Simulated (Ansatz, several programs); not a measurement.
AgCl (started from an entry of an open crystallographic database), relaxed with r2SCAN in Ansatz (plane waves, PAW): the symmetry is Fm-3m (No. 225, cubic); conventional cell a = 5.546 Å, 21.33 Å³ an atom. Around Ag lie 6 Cl at 2.77 Å; around Cl lie 6 Ag at 2.77 Å. The cell was then scaled with its shape and fractional coordinates held. Calculated for a static, non-magnetic cell.

```tsv
V (Å³/atom)	E (meV/atom)
20.047	13.46
20.687	3.09
21.327	0.00
22.607	10.92
```

(1) Pass a cubic E = c₀ + c₁u + c₂u² + c₃u³, with u = V − 21.167 Å³, through these points.

(2) Where is the minimum, and what bulk modulus follows?

(3) Predict the energy and the pressure at the withheld volume, 21.967 Å³.

Results:

(1) c₀ = 0.15, c₁ = -2.197, c₂ = 7.802, c₃ = -0.7534 (meV and Å³).

(2) dE/du = 0 at u = +0.144, so V₀ = 21.31 Å³. B = V₀ d²E/dV² = 21.31 × (2c₂ + 6c₃u) = 21.31 × 14.954 = 319 meV/Å³, and 1 meV/Å³ is 0.16022 GPa: 51 GPa. A third-order Birch-Murnaghan fit to all five points gives 21.31 Å³ and 50 GPa.

(3) With u = +0.800: E ≈ 3.00 meV and P = −dE/dV ≈ -1.42 GPa. The run gives 2.96 meV and, from its stress, -1.41 GPa.
